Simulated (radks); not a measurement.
**Ionisation of Xe⁺: one atom, several choices of exchange strength α**

One table from this session's results is given with a row withheld; the runs are named, their logs left out.

Method: Dirac Kohn-Sham, spin-unpolarised, spherical densities, finite nucleus; open shells fill j = l - 1/2 first. Code: radks (a radial shooting solver on a logarithmic mesh, Libxc functionals) version 1.

### The system

```
element       : xenon (Z = 54)
charge        : +1
electrons     : 53
configuration : [Kr] 4d10 5s2 5p5
ion           : Xe²⁺, [Kr] 4d10 5s2 5p4
choices       : α = 0.577; α = 0.665; α = 0.667; α = 0.72; α = 0.758; α = 0.952; α = 1.031
```

Set-up of the first run:

Settings of this run:

```text
Z 54
configuration [Kr] 4d10 5s2 5p5
relativity Dirac
functional xalpha 0.577
spin unpolarised
j_filling energy
nucleus finite rms 4.7859 fm
c 137.035999084
```

Steps of the session up to this table: α = 0.577: Xe⁺.

One table of the session follows, with a row left open; its other results are not shown here.

It belongs to the step «α = 0.577: Xe⁺». From the orbitals of this run (lengths in bohr):

```
level     <r>  outermost maximum (interpolated)  90 % within  nodes
4s1/2  0.7195                             0.663         1.04      3
4p1/2  0.7493                             0.679         1.10      2
4p3/2  0.7780                             0.704         1.14      2
4d3/2  0.8786                             0.748         1.34      1
4d5/2  0.8899                             0.757         1.35      1
5s1/2       ?                                 ?            ?      ?
5p1/2   2.173                              1.84         3.23      3
5p3/2   2.278                              1.92         3.39      3
```

**Question.** Estimate the row for 5s1/2.

As computed: <r>: 1.844; outermost maximum (interpolated): 1.62; 90 % within: 2.68; nodes: 4. In the column «<r>» it lies between 4d5/2 (0.8899) and 5p1/2 (2.173).

Limits of these values: Spin polarisation and multiplet splitting are left out, so open shells lie too high by an amount that depends on their filling.
